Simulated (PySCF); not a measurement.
# F6Ti ([TiF6]−2): the cost of one run

Programs: PySCF 2.14.0, with density-fitted response routines of our own. Each step states its level of theory. These are calculated values for one molecule, in the gas phase or a continuum, unless marked as measured. Atoms count from 0, in the outputs and in this text.

## 1. Starting geometry

7 atoms, charge -2, multiplicity 1; geometry from: GFN2-xTB. The atoms were then displaced at random by about 0.01 Å, so the start is not that level's minimum.

Bonds of the start (Å): F0–Ti1 1.87, Ti1–F2 1.84, Ti1–F3 1.82, Ti1–F4 1.86, Ti1–F5 1.85, Ti1–F6 1.86.

## 2. Optimising the geometry at PBE0-D3(BJ)/def2-TZVP

Job settings and geometry (Å):

```
{"job": {"xc": "PBE0", "basis": "def2-TZVP", "d3": "d3bj", "grid": 2, "shake": 0.01, "kind": "geom"}, "charge": -2, "multiplicity": 1}
F      0.763460    -0.020480     1.699890
Ti    -0.005210    -0.003910    -0.006020
F      1.675420     0.126360    -0.753850
F     -1.661450    -0.125050     0.734030
F      0.116780    -1.857180    -0.061000
F     -0.746000     0.001170    -1.705940
F     -0.109050     1.850000     0.042960
```

Launch:

```sh
$ OMP_NUM_THREADS=1 python probes_run.py task.json out
```

The driver reads the jobs from task.json and runs them one after another.

**Question.** How long does this first job take on 1 thread of Arm Neoverse V1, shared host, and how much memory does it need?

About 3.1 min, with a peak of 0.97 GiB.
